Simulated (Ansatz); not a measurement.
# DyTe2As3: the cost of one run

Method: DFT PBE, scalar-relativistic, plane waves, PAW; 4f electrons in the core of a trivalent norm-conserving potential, in Ansatz 0.2.0.

### Step 1. Starting point

Symmetry: P6/mmm, No. 191, hexagonal system. Conventional cell: a = 4.766 Å, b = 4.766 Å, c = 9.016 Å, α = 90.00°, β = 90.00°, γ = 120.00°. Dy (site symmetry 6/mmm) has 2 Te at 3.20 Å as nearest neighbours. Te (site symmetry 6mm) has 1 Te at 2.62 Å and 6 As at 2.72 Å and 1 Dy at 3.20 Å as nearest neighbours. Around As (site symmetry mmm) lie 4 As at 2.38 Å and 4 Te at 2.72 Å.

Structure file:

```
CELL_PARAMETERS angstrom
4.76573 0.00000 0.00000
-2.38287 4.12724 0.00000
0.00000 0.00000 9.01603
ATOMIC_POSITIONS crystal
Dy 0.00000 0.00000 0.00000
Te 0.00000 0.00000 0.64531
Te 0.00000 0.00000 0.35469
As 0.50000 0.00000 0.50000
As 0.00000 0.50000 0.50000
As 0.50000 0.50000 0.50000
```

A structure generator made this guess: random cell by space group and Wyckoff sites (P6/mmm, No. 191). Lengths come from tabulated atomic sizes and are only a guess.

### Step 2. The guess as it stands, on a coarse mesh

input.yaml

```yaml
crystal:
  lattice:
    - [4.76573201, 0.0, 0.0]
    - [-2.382866, 4.12724499, 0.0]
    - [0.0, 0.0, 9.01602861]
  atoms:
    - { symbol: Dy, position: [0.0, 0.0, 0.0] }
    - { symbol: Te, position: [0.0, 0.0, 0.64531199] }
    - { symbol: Te, position: [0.0, 0.0, 0.35468801] }
    - { symbol: As, position: [0.5, 0.0, 0.5] }
    - { symbol: As, position: [0.0, 0.5, 0.5] }
    - { symbol: As, position: [0.5, 0.5, 0.5] }
basis:
  ecutwfc: 630
kpoints:
  mp_grid: { grid: [6, 6, 2] }
hamiltonian:
  xc: pbe
  pseudopotentials:
    kind: paw
    azcp: { Dy: "pseudopotentials/pbe/nc/lanthanide_3plus/Dy.nc.azcp" }
scf:
  occupations: { method: gaussian, width: 0.1 }
  lower_state_search: "off"
output:
  forces: true
  stress: true
  eigenvalues: true
```

Command:

```bash
ansatz run input.yaml --threads 1 --pin off --max-ram 2560MiB --backend cpu --events-out ev --progress --plain --runs-dir out
```

What time and memory should one allow on 1 thread of Arm Neoverse V2, shared host?

About 20 s, with a peak of 0.56 GiB.
